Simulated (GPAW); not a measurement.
HPbNO4:

```
H Pb N O
1.0
     3.85404    0.14384    0.09012
    -0.25320    5.52698    0.16471
    -0.48197   -1.92720    5.72025
H Pb N O
1 1 1 4
Cartesian
  -0.0083 2.5983 3.2335
  2.1473 2.6778 1.0046
  2.8237 3.6046 5.7249
  -0.4057 -0.9417 5.0623
  2.7256 -0.0852 0.8025
  -0.5912 2.3982 5.1009
  0.1280 2.5704 2.2622
```

The cell was built by a generator and needn't be a form met in nature.

Base run:

* Program: GPAW 26.7.0
* Functional: r2SCAN
* Potentials or basis: GPAW PAW data sets (gpaw-data 1.2.1)
* Cutoff: 800 eV
* Basis: pw
* k mesh: 5 × 4 × 4
* Occupations: fermi-dirac, width 0.05 eV
* Spin: no spin polarisation

Its results: band gap on the k mesh 3.47 eV, indirect (least direct gap 3.55 eV); pressure -2.6 GPa.

Problem. After a change of settings the same cell gave: band gap on the k mesh 3.43 eV, indirect (least direct gap 3.51 eV); pressure -3.1 GPa. Which change was it?
A. functional from r2SCAN to SCAN
B. functional from r2SCAN to PW91; potentials or basis from GPAW PAW data sets (gpaw-data 1.2.1) to PAW data sets generated in the run's folder for this functional
C. functional from r2SCAN to PBEsol; potentials or basis from GPAW PAW data sets (gpaw-data 1.2.1) to PAW data sets generated in the run's folder for this functional
D. functional from r2SCAN to AM05; potentials or basis from GPAW PAW data sets (gpaw-data 1.2.1) to PAW data sets generated in the run's folder for this functional

Solution. A.

Caveats: the PAW data sets were made with another functional, which shifts forces and pressure a little; spin-orbit coupling is left out, which as a rule narrows the gap of such compounds by several tenths of an eV.

Runs at the PBE level aren't shown here.
